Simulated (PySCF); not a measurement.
# C6H5F3OZr (Zr(OPh)F3): the cost of one run

Programs: PySCF 2.14.0, with density-fitted response routines of our own. Each step states its level of theory. These are calculated values for one molecule in the gas phase, unless marked as measured. Atoms count from 0, in the outputs and in this text.

## Step 1: The starting structure

16 atoms, charge 0, multiplicity 1; geometry from: GFN2-xTB. The atoms were then displaced at random by about 0.03 Å, so the start is not that level's minimum.

Bonds of the start (Å): Zr0–O1 1.86, Zr0–F13 1.75, Zr0–F14 1.94, Zr0–F15 1.80, O1–C2 1.32, C2–C3 1.42, C2–C7 1.48, C3–C4 1.30, C3–H8 1.16, C4–C5 1.40, C4–H9 1.14, C5–C6 1.38, C5–H10 1.07, C6–C7 1.37, C6–H11 1.07, C7–H12 1.13.

## Step 2: Relaxing the molecule at PBE0-D3(BJ)/def2-SVP

Job settings and geometry (Å):

```
{"job": {"xc": "PBE0", "basis": "def2-SVP", "d3": "d3bj", "grid": 1, "maxiter": 40, "shake": 0.03, "kind": "geom"}, "charge": 0, "multiplicity": 1}
Zr    -0.845240    -1.344200    -2.323800
O     -0.998570    -1.534400    -0.480970
C     -0.404210    -0.566920     0.198610
C     -0.210320    -0.592440     1.609850
C      0.338510     0.369640     2.299700
C      0.966940     1.444170     1.662990
C      0.982150     1.475550     0.284660
C      0.347220     0.517220    -0.463310
H     -0.812460    -1.400490     2.179800
H      0.356030     0.337770     3.439550
H      1.462660     2.188740     2.256000
H      1.464140     2.294900    -0.211530
H      0.203830     0.584840    -1.584440
F      0.786960    -1.384800    -2.949730
F     -1.816690     0.245900    -2.848090
F     -1.855290    -2.669390    -3.002880
```

The run is started by

```bash
$ OMP_NUM_THREADS=1 python probes_run.py task.json out
```

One launch serves the whole session: the jobs run in the order shown.

Q: Estimate the wall time and peak memory of this first job on 1 thread of Arm Neoverse V2, shared host.

About 15 min, with a peak of 1.1 GiB.
